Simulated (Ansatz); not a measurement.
# CH6BO2: the cost of one run

Method: RKS PBE-D4/def2-SVP, in Ansatz 0.2.0.

## 1. The system as given

Bond lengths: C1–B2 1.563 Å, B2–O3 1.306 Å, B2–O4 1.471 Å, C1–H5 1.090 Å, C1–H6 1.086 Å, C1–H7 1.087 Å, O3–H8 0.957 Å, O4–H9 0.973 Å, O4–H10 0.968 Å. Angles: C1–B2–O3 134.1°, C1–B2–O4 116.8°, O3–B2–O4 109.1°, B2–C1–H5 110.5°, B2–C1–H6 113.5°, B2–C1–H7 112.6°, H5–C1–H6 106.4°, H5–C1–H7 105.9°, H6–C1–H7 107.4°, B2–O3–H8 124.9°, B2–O4–H9 117.4°, B2–O4–H10 123.6°, H9–O4–H10 116.6°.

Coordinates:

```xyz
10

C    -0.3311    0.1489   -1.1899
B     0.0313   -0.2754    0.2704
O     0.0220   -1.4109    0.9149
O     0.5448    0.7774    1.1598
H     0.5375    0.0559   -1.8420
H    -0.6677    1.1786   -1.2718
H    -1.1010   -0.4801   -1.6287
H    -0.2362   -2.2522    0.5377
H     0.7197    0.5349    2.0856
H     0.4806    1.7230    0.9638
```

## 2. End point A

input.yaml

```yaml
crystal:
  periodic: [false, false, false]
  atoms:
    - { symbol: C, position_ang: [-0.3311, 0.14889, -1.18986] }
    - { symbol: B, position_ang: [0.03128, -0.27542, 0.27044] }
    - { symbol: O, position_ang: [0.02196, -1.41094, 0.91487] }
    - { symbol: O, position_ang: [0.54484, 0.77739, 1.15983] }
    - { symbol: H, position_ang: [0.53753, 0.05594, -1.842] }
    - { symbol: H, position_ang: [-0.66768, 1.17861, -1.27176] }
    - { symbol: H, position_ang: [-1.10095, -0.48013, -1.62866] }
    - { symbol: H, position_ang: [-0.23621, -2.2522, 0.53774] }
    - { symbol: H, position_ang: [0.71969, 0.53489, 2.08561] }
    - { symbol: H, position_ang: [0.48064, 1.72298, 0.96378] }
total_charge: 1
basis:
  gaussian: { orbitals: def2-SVP }
hamiltonian:
  xc: pbe
  dispersion: d4
relax:
  f_tol: 0.015
  max_steps: 40
```

Started as:

```console
$ ansatz run input.yaml --threads 1 --pin off --max-ram 2048MiB --backend cpu --events-out ev --progress --plain --runs-dir out
```

What time and memory should one allow on 1 thread of Arm Neoverse V1, shared host?

About 54 s, with a peak of 0.12 GiB.
